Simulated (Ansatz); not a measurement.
**Na3Fe: a trial structure relaxed**

Where does Na3Fe go from the start given, Ni3Sn (D0_19) type (P6_3/mmc, No. 194)?

Program: Ansatz 0.2.0. Level of theory: DFT PBE, scalar-relativistic, plane waves, PAW. These are calculated values, not measurements.

**1. The starting structure**

It takes space group P6_3/mmc (No. 194, hexagonal). The conventional cell has a = 5.973 Å, b = 5.973 Å, c = 4.795 Å, α = 90.00°, β = 90.00°, γ = 120.00°. Na (site symmetry mm2) is surrounded by 4 Fe at 2.95 to 2.99 Å and 8 Na at 2.96 to 2.99 Å. Fe (site symmetry -6m2) has 12 Na at 2.95 to 2.99 Å as nearest neighbours.

Structure file:

```cif
data_structure
_symmetry_space_group_name_H-M 'P6_3/mmc'
_symmetry_Int_Tables_number 194
_cell_length_a 5.9733
_cell_length_b 5.9733
_cell_length_c 4.7945
_cell_angle_alpha 90.000
_cell_angle_beta 90.000
_cell_angle_gamma 120.000
_cell_volume 148.15
loop_
_atom_site_label
_atom_site_type_symbol
_atom_site_symmetry_multiplicity
_atom_site_Wyckoff_symbol
_atom_site_fract_x
_atom_site_fract_y
_atom_site_fract_z
_atom_site_occupancy
Na1 Na 6 h 0.83300 0.66600 0.25000 1
Fe1 Fe 2 c 0.33333 0.66667 0.25000 1
```

(A quick probe on a coarse mesh, which set the mesh and smearing, is not shown.)

**3. Coarse relaxation**

The input, input.yaml:

```yaml
crystal:
  lattice:
    - [5.9733158322, 0.0, 0.0]
    - [-2.9866579161, 5.1730432555, 0.0]
    - [0.0, 0.0, 4.7945075921]
  atoms:
    - { symbol: Na, position: [0.833, 0.666, 0.25] }
    - { symbol: Na, position: [0.167, 0.833, 0.75] }
    - { symbol: Na, position: [0.334, 0.167, 0.25] }
    - { symbol: Na, position: [0.167, 0.334, 0.75] }
    - { symbol: Na, position: [0.833, 0.167, 0.25] }
    - { symbol: Na, position: [0.666, 0.833, 0.75] }
    - { symbol: Fe, position: [0.3333333333, 0.6666666667, 0.25], spin: 3.25 }
    - { symbol: Fe, position: [0.6666666667, 0.3333333333, 0.75], spin: 3.25 }
basis:
  ecutwfc: 420
kpoints:
  mp_grid: { grid: [3, 3, 4] }
hamiltonian:
  xc: pbe
scf:
  occupations: { method: gaussian, width: 0.1 }
  lower_state_search: "off"
output:
  forces: true
  stress: true
  eigenvalues: true
  populations: true
magnetization:
  spin_polarized: true
relax:
  adjacent_minimum: "off"
  f_tol: 0.04
  max_steps: 70
  cell: { stress_tol: 0.4 }
```

The run is started by

```bash
ansatz run input.yaml --threads 1 --pin off --max-ram 2560MiB --backend cpu --events-out ev --progress --plain --runs-dir out
```

Further runs follow: full relaxation.

**Question.** What will these runs give?

The runs gave:

Formation energies count from the elements, computed with the same settings in runs not shown here.

```
                          quantity                                                                       value
                              cell  a = 6.819 Å, b = 6.819 Å, c = 5.422 Å, α = 90.00°, β = 90.00°, γ = 120.00°
                       space group                                                          P6_3/mmc (No. 194)
                            volume                                                               27.30 Å³/atom
                   gap on the mesh                                                                none (metal)
formation energy from the elements                                                              +0.689 eV/atom
                    largest moment                                                                     3.20 μB
```

The space group stayed P6_3/mmc, and from the first guess the volume went from 18.52 to 27.30 Å³/atom. The formation energy of +0.69 eV/atom is positive, so the elements lie lower than this structure; another structure of the compound can lie lower.
